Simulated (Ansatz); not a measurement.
# C3H3GeN: the cost of one run

Computed with Ansatz 0.2.0, driven from Python. The levels of theory stand in the script.

**1. The structure**

Bond lengths: C1–C2 1.205 Å, C2–Ge3 1.894 Å, Ge3–C4 1.894 Å, C4–N5 1.157 Å, C1–H6 1.058 Å, Ge3–H7 1.550 Å, Ge3–H8 1.550 Å. Angles: C1–C2–Ge3 180.0°, C2–C1–H6 180.0°, C2–Ge3–C4 109.4°, C2–Ge3–H7 109.5°, C2–Ge3–H8 109.5°, C4–Ge3–H7 109.5°, C4–Ge3–H8 109.5°, H7–Ge3–H8 109.6°, Ge3–C4–N5 180.0°.

The script holds or builds the structure itself.

**2. The code**

Input file c3h3gen_methods.py:

```python
"""C3H3GeN at several levels of theory."""

from dataclasses import dataclass
from pathlib import Path
import warnings

import ansatz as az
import numpy as np


@dataclass(frozen=True)
class RunConfig:
    basis_set: str = "def2-SVP"


opts = RunConfig()

GEOMETRY = """
C     2.28240    0.25490   -0.35560
C     1.15080   -0.06150   -0.08740
Ge   -0.62740   -0.55790    0.33370
C    -1.80940    0.81780   -0.21130
N    -2.53140    1.65840   -0.54430
H     3.27600    0.53270   -0.59120
H    -0.75490   -0.77310    1.86340
H    -0.98610   -1.87120   -0.40730
"""

warnings.simplefilter("ignore", az.DeckWarning)

system = az.Crystal.molecule()
for line in GEOMETRY.strip().splitlines():
    symbol, *xyz = line.split()
    system = system.atom(symbol, [float(v) for v in xyz])

calculation = system.calculation().basis(gaussian=opts.basis_set)

print("functional    E (Ha)        dipole (D)   HOMO (eV)  LUMO (eV)")
for name in ["cam_b3lyp", "b3lyp", "lc_wpbe", "r2scan"]:
    data = calculation.functional(name).forces().orbitals().run(threads=1, backend="cpu", runs_dir="runs").report
    lines = Path(data["orbitals_path"]).read_text().splitlines()
    field_of = lambda key: [line.split("=")[1].strip() for line in lines if line.startswith(key)]
    orbitals = [(27.211386 * float(e), s, float(n)) for e, s, n in zip(field_of("Ene="), field_of("Spin="), field_of("Occup="))]
    homo = max(e for e, _, n in orbitals if n > 0.5)
    lumo = min(e for e, _, n in orbitals if n < 0.5)
    dipole = 4.803205 * np.linalg.norm(data["charge_distribution"]["dipole_moment_e_ang"])
    print(f"{name:10s} {data['free_energy_ev'] / 27.211386246:14.6f} {dipole:9.3f} {homo:11.3f} {lumo:10.3f}")
```

**3. What the engine is handed**

The package turns the script's settings into the engine's input (first run):

```yaml
crystal:
  periodic: [false, false, false]
  atoms:
    - { symbol: C, position_ang: [2.2824, 0.2549, -0.3556] }
    - { symbol: C, position_ang: [1.1508, -0.0615, -0.0874] }
    - { symbol: Ge, position_ang: [-0.6274, -0.5579, 0.3337] }
    - { symbol: C, position_ang: [-1.8094, 0.8178, -0.2113] }
    - { symbol: "N", position_ang: [-2.5314, 1.6584, -0.5443] }
    - { symbol: H, position_ang: [3.276, 0.5327, -0.5912] }
    - { symbol: H, position_ang: [-0.7549, -0.7731, 1.8634] }
    - { symbol: H, position_ang: [-0.9861, -1.8712, -0.4073] }
basis:
  gaussian:
    orbitals: def2-SVP
hamiltonian:
  xc: cam_b3lyp
output:
  orbitals: {}
  forces: true
```

**4. The run**

On the command line:

```
$ python c3h3gen_methods.py
```

Q: Estimate wall time and peak memory on 1 thread of Arm Neoverse V2, shared host.

About 18 s, with a peak of 0.31 GiB.
